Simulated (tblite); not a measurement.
# As16B12H39N9: the cost of one run

Computed with tblite 0.8.0 and PySCF 2.14.0 and routines of our own; the level stands in each step. Atoms count from 0.

## 1. The system as given

76 atoms, charge 0, multiplicity 1; geometry from: force field, distance geometry or constructed start.

## 2. Optimising the geometry with GFN1-xTB

Job settings and geometry (Å):

```
{"job": {"kind": "relax", "xc": "GFN1-xTB", "basis": "xTB"}, "charge": 0, "multiplicity": 1}
B     -3.653000     0.262500    -1.384800
B      1.405700    -2.658400    -1.390100
B     -1.963800    -2.663300    -1.382200
B      3.097100    -1.681500     1.368600
B     -0.281000    -1.687100     1.378200
B      1.405600     3.189100    -1.385800
B      3.097900     0.266000    -1.386500
B     -1.965600     3.192300    -1.381700
B     -0.277300     0.262200    -1.383600
B      1.406100     1.238600     1.376400
B     -1.971100     1.238200     1.372700
B     -0.282500     0.262300     4.132800
As    -3.661300    -1.685200    -2.067700
As    -3.655700     0.263700     0.682600
As    -1.971200     1.244500    -2.072500
As     3.095900    -1.685300    -2.066400
As    -0.279600    -1.684000    -2.071800
As     1.407800    -2.664400     0.684300
As    -1.969600    -2.659200     0.687800
As     3.100600     0.265200     0.688000
As    -0.282300    -1.682100     3.444800
As    -0.280900     0.265800     0.685100
As    -0.276600     4.169300    -2.066100
As     1.404700     3.185300     0.683800
As     1.409400     1.242000    -2.071800
As    -1.975100     3.188700     0.687800
As     1.409600     1.241700     3.442600
As    -1.969600     1.240000     3.444500
H     -3.657300    -1.685500    -3.594700
H     -4.897900    -2.402000    -1.562600
H     -1.965400    -4.093500     1.190900
H     -3.211900    -1.943200     1.192200
H      3.096800    -1.685800    -3.594600
H     -1.966900     2.671200     3.953700
H     -3.208800     3.908000     1.188700
H     -4.898500     0.983100     1.189100
H     -1.521900    -2.402300     3.945900
H      1.409800     2.675000     3.947400
H     -0.278900     4.160800    -3.592800
H      2.645200     3.909600     1.193200
N      4.363300    -2.418900     0.862000
H      4.954200    -1.792700     0.281100
H      4.953200    -2.753300     1.641600
H      4.113300    -3.238400     0.275600
N     -4.927100     0.996700    -1.897400
H     -4.951800     1.011900    -2.939900
H     -5.785200     0.526800    -1.569300
H     -4.950200     1.980100    -1.566400
N      2.676100     3.920700    -1.899600
H      2.702900     4.903500    -1.566700
H      3.537700     3.444700    -1.565600
H      2.707600     3.936900    -2.936800
N      4.363000     0.994600    -1.899700
H      4.665700     1.728300    -1.237900
H      5.153400     0.333000    -2.023100
H      4.185000     1.453700    -2.813800
N     -1.962400    -4.128000    -1.901700
H     -2.803900    -4.628900    -1.569400
H     -1.968900    -4.153600    -2.932500
H     -1.132200    -4.634500    -1.569700
N      3.094000    -1.685000     2.926300
H      2.264100    -1.202600     3.297300
H      3.099500    -2.652400     3.300000
H      3.935200    -1.198800     3.300300
N     -3.228800     3.923600    -1.897800
H     -3.545100     3.540200    -2.813100
H     -4.021400     3.820700    -1.236100
H     -3.054100     4.932700    -2.018700
N     -0.284000     0.259000     5.677800
H     -1.120300    -0.222700     6.063100
H      0.556600    -0.223300     6.060500
H     -0.281800     1.227800     6.059800
N      1.410800    -4.123600    -1.895600
H      0.925700    -4.191200    -2.812900
H      2.380800    -4.475000    -2.028300
H      0.932600    -4.756100    -1.235500
```

Command:

```
OMP_NUM_THREADS=8 python large_run.py task.json out
```

The driver reads the jobs from task.json and runs them one after another.

Q: Estimate the wall time and peak memory of this first job on 8 threads of Arm Neoverse V1, shared host.

About 23 s, with a peak of 0.14 GiB.
